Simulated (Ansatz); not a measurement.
# Hf (P6_3/mmc): cell relaxations under several functionals, by script

A script is to give cell relaxations under several functionals; the system is Hf (P6_3/mmc).

Program: Ansatz 0.2.0 through its Python package. The levels of theory stand in the script. These are calculated values, not measurements.

### 1 Starting point

The structure is hexagonal, space group P6_3/mmc (No. 194). Conventional cell: a = 3.197 Å, b = 3.197 Å, c = 5.058 Å, α = 90.00°, β = 90.00°, γ = 120.00°. Hf (site symmetry -6m2) is surrounded by 12 Hf at 3.13 to 3.20 Å.

Input file hf.xyz:

```xyz
2
Lattice="3.1967 0.0 0.0 -1.59835 2.76842341 0.0 0.0 0.0 5.0578" Properties=species:S:1:pos:R:3 pbc="T T T"
Hf   -0.00000000    1.84561561    1.26445000
Hf    1.59835000    0.92280780    3.79335000
```

### 2 The script

hf_lattice.py

```python
import ansatz as az
import numpy as np

def edges_and_angles(cell):
    cell = np.asarray(cell)
    a, b, c = np.linalg.norm(cell, axis=1)
    cosines = cell[1] @ cell[2] / (b * c), cell[0] @ cell[2] / (a * c), cell[0] @ cell[1] / (a * b)
    return (a, b, c, *np.degrees(np.arccos(cosines)))

cell = az.Crystal.from_extxyz("hf.xyz")

base = cell.calculation()
base = base.kpoints(13, 13, 7).occupations("fermi_dirac", width=0.15)
base = base.relax(cell=True, force_tolerance=0.005, max_steps=100)

levels = [("pbe", "d4"), ("r2scan", "none"), ("rpbe", "none"), ("pbe", "d3bj")]
print("level            a       b       c    alpha   beta  gamma  V/atom  steps")
for name, dispersion in levels:
    seen = []
    run = base.functional(name, dispersion=dispersion).session().plan()
    outcome = run.execute(on_event=lambda e: seen.append(e) if e["event"] == "relax_step" else None)
    cell = outcome.lattice.cell_ang
    label = name if dispersion == "none" else f"{name}+{dispersion}"
    print("{:13s} {:7.4f} {:7.4f} {:7.4f} {:6.2f} {:6.2f} {:6.2f}".format(label, *edges_and_angles(cell)), f"{abs(np.linalg.det(cell)) / len(outcome.lattice.sites):7.3f} {len(seen):5d}")
```

### 3 The calls as engine input

The engine receives this input (first run):

```yaml
crystal:
  lattice:
    - [3.1967, 0.0, 0.0]
    - [-1.59835, 2.76842341, 0.0]
    - [0.0, 0.0, 5.0578]
  atoms:
    - { symbol: Hf, position: [0.3333333339353607, 0.6666666678707214, 0.25] }
    - { symbol: Hf, position: [0.6666666660646393, 0.33333333212927857, 0.75] }
kpoints:
  mp_grid:
    grid: [13, 13, 7]
hamiltonian:
  xc: pbe
  dispersion: d4
scf:
  occupations:
    method: fermi_dirac
    width: 0.15
relax:
  f_tol: 0.005
  max_steps: 100
  cell: {}
```

### 4 The run

Started as:

```
> python hf_lattice.py
```

The program printed:

```text
level            a       b       c    alpha   beta  gamma  V/atom  steps
DeckWarning: basis.ecutwfc = 420 eV, auto-derived from the records' recommended cutoffs: set by Hf (normal level)
pbe+d4         3.1881  3.1881  5.0579  90.00  90.00 120.00  22.260     4
DeckWarning: basis.ecutwfc = 500 eV, auto-derived from the records' recommended cutoffs: set by Hf (their level for a meta-GGA)
r2scan         3.1988  3.1988  5.0529  90.00  90.00 120.00  22.387     3
rpbe           3.2325  3.2325  5.1252  90.00  90.00 120.00  23.190     5
pbe+d3bj       3.1687  3.1687  5.0315  90.00  90.00 120.00  21.876     5
```

(Warnings from the package without file and line.)

Run time: 2.2 min. Hardware: 1 thread of Arm Neoverse V1, shared host; peak memory 0.61 GiB.

### 5 What each run gave

The 4 runs, in the order started:

```
run  functional  dispersion  energy (eV/atom)  final volume (Å³/atom)  pressure (GPa)  SCF cycles in all  CPU time (s)
  1         pbe          d4       -15721.6029                   22.26            0.00                 24            26
  2      r2scan        none       -15733.0888                   22.39           -0.02                 16            43
  3        rpbe        none       -15733.8214                   23.19           -0.01                 32            32
  4         pbe        d3bj       -15721.8475                   21.88            0.00                 29            30
```

Energies are free energies F = E - TS of the smeared occupations. Totals under unlike functionals or potentials can't be compared directly.

### 6 How the relaxation of run 1 went

Relaxation path:

```
step  E - E(step 1) (eV/cell)  largest force component (eV/Å)  pressure (GPa)  volume (Å³)
   1                   0.0000                          0.0000           -0.57        44.76
   2                   0.0002                          0.0000            0.81        44.19
   3                  -0.0006                          0.0000            0.00        44.52
   4                  -0.0005                          0.0000            0.00        44.52
```

Step 1 is the start. Step 4 repeats the geometry before it on a plane-wave basis chosen anew for that cell, so its energy need not be comparable with the rows above. Step 2 was tried and not accepted.

|  | before | after | change |
| --- | --- | --- | --- |
| a (Å) | 3.197 | 3.188 | -0.3 % |
| b (Å) | 3.197 | 3.188 | -0.3 % |
| c (Å) | 5.058 | 5.058 | 0.0 % |
| volume (Å³/atom) | 22.38 | 22.26 | -0.5 % |
| shortest distance (Å) | 3.131 | 3.128 | -0.1 % |
| space group (0.01 Å) | P6_3/mmc | P6_3/mmc | same |

Forces and stress were held to the start's 24 operations: a distortion of lower symmetry was not tested.

### 7 Path of the relaxation of run 4

The steps of the relaxation:

```
step  energy from step 1 (eV/cell)  largest force component (eV/Å)  pressure (GPa)  volume (Å³)
   1                        0.0000                          0.0000           -2.42        44.76
   2                        0.0073                          0.0000            3.76        42.37
   3                       -0.0081                          0.0000           -0.09        43.79
   4                       -0.0082                          0.0000            0.00        43.75
   5                       -0.0079                          0.0000            0.00        43.75
```

Step 1 is the start. Step 5 repeats the geometry before it on a plane-wave basis chosen anew for that cell, so its energy need not be comparable with the rows above. Step 2 was tried and not accepted.

|  | before | after | change |
| --- | --- | --- | --- |
| a (Å) | 3.197 | 3.169 | -0.9 % |
| b (Å) | 3.197 | 3.169 | -0.9 % |
| c (Å) | 5.058 | 5.032 | -0.5 % |
| volume (Å³/atom) | 22.38 | 21.88 | -2.3 % |
| shortest distance (Å) | 3.131 | 3.111 | -0.6 % |
| space group (0.01 Å) | P6_3/mmc | P6_3/mmc | same |

The run keeps the 24 symmetry operations of the start, so it could not have lowered the symmetry.

### 8 Results

```
      quantity                                     value
 runs compared                                         4
relaxed volume  21.88 (pbe d3bj) to 23.19 Å³/atom (rpbe)
```

What this shows: From smallest to largest: PBE+D3BJ (21.88 Å³ an atom, -2.3 % against the start), PBE+D4 (22.26 Å³ an atom, -0.5 % against the start), r2SCAN (22.39 Å³ an atom, +0.0 % against the start) and RPBE (23.19 Å³ an atom, +3.6 % against the start). The spread is 6.0 % in volume. In run 1, the volume shrank by 0.5 % over 1 move, and the space group stayed P6_3/mmc. In run 4, over 2 moves the cell shrank by 2.3 % in volume, and the space group stayed P6_3/mmc. Reading the output:
- Forces vanish by symmetry, so the ions can't move, and the end may be a saddle.
- Spin-orbit coupling, which matters for elements this heavy, is left out.
